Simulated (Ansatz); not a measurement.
HPbNO4:

```
CELL_PARAMETERS angstrom
4.20407 0.00000 0.00000
2.02172 3.83952 0.00000
2.04686 1.27900 6.28132
ATOMIC_POSITIONS crystal
H 0.89145 0.68202 0.62796
Pb 0.14426 0.92872 0.88352
N 0.25670 0.28861 0.30171
O 0.83108 0.65056 0.78405
O 0.38694 0.22380 0.11295
O 0.31104 0.03576 0.45856
O 0.07726 0.60633 0.32275
```

The cell was built by a generator and needn't be a form met in nature.

| Property | Result |
| --- | --- |
| Program | Ansatz 0.2.0 |
| Task | relaxation of cell and atoms |
| Functional | r2SCAN |
| Dispersion | D4 |
| Potentials or basis | Ansatz PAW |
| Cutoff | 500 eV (not typed: the program's choice for these potentials) |
| k mesh | 5 × 5 × 3 |
| Occupations | fermi-dirac, width 0.05 eV |
| Spin | no spin polarisation |

At the start: volume 14.48 Å³/atom.

Problem. How do energy, volume and symmetry change on relaxing?

Solution. It ends after 32 steps and the volume is 12.95 Å³/atom (-10.6 %); space group P1 (No. 1, to 0.05 Å).

The path:
| step | energy change (eV) | largest force (eV/Å) | volume (Å³) |
| --- | --- | --- | --- |
| 1 | 0.0000 | 0.6782 | 101.39 |
| 2 | -0.0047 | 0.4684 | 91.06 |
| 3 | -0.0575 | 0.1115 | 95.97 |
| 4 | -0.0590 | 0.0753 | 95.65 |
| 5 | -0.0598 | 0.0254 | 95.34 |
| 6 | -0.0599 | 0.0137 | 95.31 |
| 7 | -0.0601 | 0.0162 | 95.28 |
| 8 | -0.0602 | 0.0345 | 95.30 |
| 9 | -0.0604 | 0.0510 | 95.28 |
| 10 | -0.0605 | 0.0418 | 95.28 |
| 11 | -0.0606 | 0.1051 | 95.11 |
| 12 | -0.0615 | 0.0516 | 95.13 |
| 13 | -0.0623 | 0.0659 | 94.96 |
| 14 | -0.0629 | 0.1749 | 94.82 |
| 15 | -0.0637 | 0.3125 | 94.58 |
| 16 | -0.0648 | 0.2383 | 94.44 |
| 17 | -0.0671 | 0.3843 | 94.00 |
| 18 | -0.0691 | 0.1741 | 93.94 |
| 19 | -0.0761 | 0.0916 | 93.22 |
| 20 | -0.0792 | 0.0551 | 92.19 |
| 21 | -0.0820 | 0.1512 | 90.85 |
| 22 | -0.0829 | 0.1789 | 90.74 |
| 23 | -0.0837 | 0.0512 | 90.93 |
| 24 | -0.0846 | 0.0316 | 90.69 |
| 25 | -0.0853 | 0.0595 | 90.38 |
| 26 | -0.0855 | 0.0649 | 90.36 |
| 27 | -0.0856 | 0.0491 | 90.39 |
| 28 | -0.0857 | 0.0342 | 90.47 |
| 29 | -0.0857 | 0.0537 | 90.61 |
| 30 | -0.0857 | 0.0191 | 90.66 |
| 31 | -0.0857 | 0.0048 | 90.64 |
| 32 | -0.0808 | 0.0053 | 90.64 |

Final structure:
```
H Pb N O
1.0
     3.74535   -0.35989   -0.11408
     1.47244    3.70074   -0.01340
     1.54358    1.18303    6.26251
H Pb N O
1 1 1 4
Cartesian
  5.1135 2.8306 3.7156
  3.3464 4.3477 5.4733
  1.9099 1.4228 1.9167
  5.1560 2.8711 4.6904
  2.2233 1.0005 0.7651
  2.2041 0.7384 2.9124
  1.3224 2.5171 2.0156
```

Caveat: the plane-wave basis is chosen anew once the cell has moved, so the energies of steps on either side of that aren't comparable; the PAW data sets come from PBE, with cores solved anew for the run's functional, which leaves a small shift of forces and pressure.
